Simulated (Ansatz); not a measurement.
**F− with Br2: structure and interaction energy**

An exercise on one series of results from a longer session: the logs are not shown, and one member is left open.

The runs use Ansatz 0.2.0, Gaussian basis; PBE0-D4 structure, single points in def2-TZVPPD.

Levels: PBE-D4, revPBE-D4, BLYP-D4, r2SCAN-D4, B97M-V, PBE0-D4, B3LYP-D4, HSE06-D4, wB97X-V, wB97M-V, B2PLYP, Hartree-Fock, MP2, CCSD, CCSD(T). The reference is CCSD(T) extrapolated to the basis limit. For elements past Ar these valence bases correlate outer-core shells poorly and lack relativity, so that limit is rough.

Correlated methods freeze the cores. Filled d shells of the heavier atoms are correlated. B3LYP uses VWN-RPA correlation. B2PLYP carries no dispersion term here.

163 further runs of the same task are left out: 163 set aside as unsound or not needed. Runs told in other sessions of the task aren't counted.

## Where the work starts

The pair, from a GFN2-xTB docking trial: 3 atoms, charge -1, spin multiplicity 1.

Atoms are counted from 1 here; the program's logs count them from 0.

Bond lengths: Br2–Br3 2.512 Å.

Coordinates:

| atom | x (Å) | y (Å) | z (Å) |
| --- | --- | --- | --- |
| F1 | 0.0007 | 0.0098 | -2.2070 |
| Br2 | 0.0002 | 0.0026 | -0.1526 |
| Br3 | -0.0009 | -0.0125 | 2.3595 |

Atoms 1 to 1 are fragment A (F−), the rest fragment B (Br2).

Set-up of the first run:

Contents of pre/in.yaml:

```yaml
crystal:
  periodic: [false, false, false]
  atoms:
    - {symbol: F, position_ang: [0.000700, 0.009800, -2.207000]}
    - {symbol: Br, position_ang: [0.000200, 0.002600, -0.152600]}
    - {symbol: Br, position_ang: [-0.000900, -0.012500, 2.359500]}
basis:
  gaussian: {orbitals: def2-SVPD}
total_charge: -1
hamiltonian: {xc: pbe, dispersion: d4}
relax: {f_tol: 0.03, max_steps: 250}
```

Run with:

```bash
ansatz run in.yaml --threads 4 --pin off --events-out ev --progress --plain --max-ram 9574MiB
```

Among the steps run: A first relaxation in a small basis; Relaxation at PBE0-D4; wB97X-V/def2-TZVPPD; wB97M-V/def2-TZVPPD; B2PLYP/def2-TZVPPD; B97M-V/def2-TZVPPD; CCSD(T)/def2-TZVPPD; MP2/def2-QZVPPD; Hartree-Fock/STO-3G; SPW92/def2-SVP; wB97M-V/def2-SVP; CCSD(T)/def2-SVP; Vibrations of the pair.

One table of the session follows, with a row left open; its other results are not shown here.

```
      method  interaction (kcal/mol)
      PBE-D4                  -61.77
   revPBE-D4                  -58.45
     BLYP-D4                  -55.91
   r2SCAN-D4                       ?
      B97M-V                  -62.34
     PBE0-D4                  -62.52
    B3LYP-D4                  -57.78
    HSE06-D4                  -62.77
     wB97X-V                  -58.95
     wB97M-V                  -58.46
      B2PLYP                  -56.74
Hartree-Fock                  -53.10
         MP2                  -55.05
        CCSD                  -51.56
     CCSD(T)                  -52.33
 CCSD(T)/CBS                  -56.51
```

Estimate the missing values for r2SCAN-D4.

The run gave: interaction (kcal/mol): -65.03. In the column «interaction (kcal/mol)» it is the lowest.
